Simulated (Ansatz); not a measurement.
# C4H11AlO: the cost of one run

Computed with Ansatz 0.2.0, Gaussian basis. Level: functionals in def2-TZVPP, the program's frozen cores in correlated methods.

Levels to be run: LDA (SPW92), PBE-D4, revPBE-D4, BLYP-D4, r2SCAN-D4, B97M-V, PBE0-D4, B3LYP-D4, r2SCANh-D4, r2SCAN0-D4, HSE06-D4, BHLYP-D4, CAM-B3LYP-D4, LC-ωPBE, ωB97X-V, ωB97M-V, B2PLYP, PBE-QIDH; CCSD(T)/def2-SVP; MP2/def2-TZVPP; MP2/def2-QZVPP; RPA on PBE.

### Step 1. Structure used throughout

The geometry comes from an earlier relaxation with PBE0-D4 in a triple-zeta def2 set; it is a stationary point, not always the lowest conformer.

SMILES `C[CH2][Al]([OH])[CH2]C`, 17 atoms, charge 0, spin multiplicity 1.

Atoms are counted from 1 here; the program's logs count them from 0.

Bond lengths: C1–C2 1.531 Å, C1–H7 1.094 Å, C1–H8 1.094 Å, C1–H9 1.093 Å, C2–Al3 1.965 Å, C2–H10 1.097 Å, C2–H11 1.099 Å, Al3–O4 1.706 Å, Al3–C5 1.957 Å, O4–H12 0.955 Å, C5–C6 1.532 Å, C5–H13 1.095 Å, C5–H14 1.098 Å, C6–H15 1.094 Å, C6–H16 1.094 Å, C6–H17 1.094 Å. Angles: C2–C1–H7 111.8°, C2–C1–H8 112.3°, C2–C1–H9 111.8°, H7–C1–H8 107.0°, H7–C1–H9 106.7°, H8–C1–H9 107.0°, C1–C2–Al3 115.1°, C1–C2–H10 110.2°, C1–C2–H11 109.5°, Al3–C2–H10 109.3°, Al3–C2–H11 107.5°, H10–C2–H11 104.7°, C2–Al3–O4 120.4°, C2–Al3–C5 123.6°, O4–Al3–C5 116.1°, Al3–O4–H12 123.1°, Al3–C5–C6 114.8°, Al3–C5–H13 108.5° and more.

### Step 2. LDA

This LDA is Slater exchange with PW92 correlation.

The input, in.yaml:

```yaml
crystal:
  periodic: [false, false, false]
  atoms:
    - {symbol: C, position_ang: [-1.367473, 1.709975, -0.306574]}
    - {symbol: C, position_ang: [-0.722862, 0.806799, -1.360820]}
    - {symbol: Al, position_ang: [0.873661, -0.168494, -0.761106]}
    - {symbol: O, position_ang: [2.107583, -0.567288, -1.869286]}
    - {symbol: C, position_ang: [1.150304, -0.760079, 1.083589]}
    - {symbol: C, position_ang: [-0.021028, -1.537129, 1.692402]}
    - {symbol: H, position_ang: [-0.690488, 2.507758, 0.012394]}
    - {symbol: H, position_ang: [-2.278124, 2.192448, -0.674760]}
    - {symbol: H, position_ang: [-1.641627, 1.152200, 0.593071]}
    - {symbol: H, position_ang: [-0.475811, 1.388752, -2.256883]}
    - {symbol: H, position_ang: [-1.455706, 0.063176, -1.703844]}
    - {symbol: H, position_ang: [2.082155, -0.316930, -2.791019]}
    - {symbol: H, position_ang: [2.065665, -1.360169, 1.122213]}
    - {symbol: H, position_ang: [1.356374, 0.125115, 1.700115]}
    - {symbol: H, position_ang: [0.162438, -1.807586, 2.736797]}
    - {symbol: H, position_ang: [-0.950153, -0.960180, 1.671387]}
    - {symbol: H, position_ang: [-0.214009, -2.468871, 1.152620]}
basis:
  gaussian: {orbitals: def2-TZVPP}
hamiltonian: {xc: lda}
output: {orbitals: {seedname: orbitals}}
```

Run with:

```sh
$ ansatz run in.yaml --threads 4 --pin off --events-out ev --progress --plain --max-ram 11315MiB
```

What time and memory should one allow on 4 threads of Intel Xeon at 2.50GHz, shared host?

About 5.5 s, with a peak of 0.56 GiB.
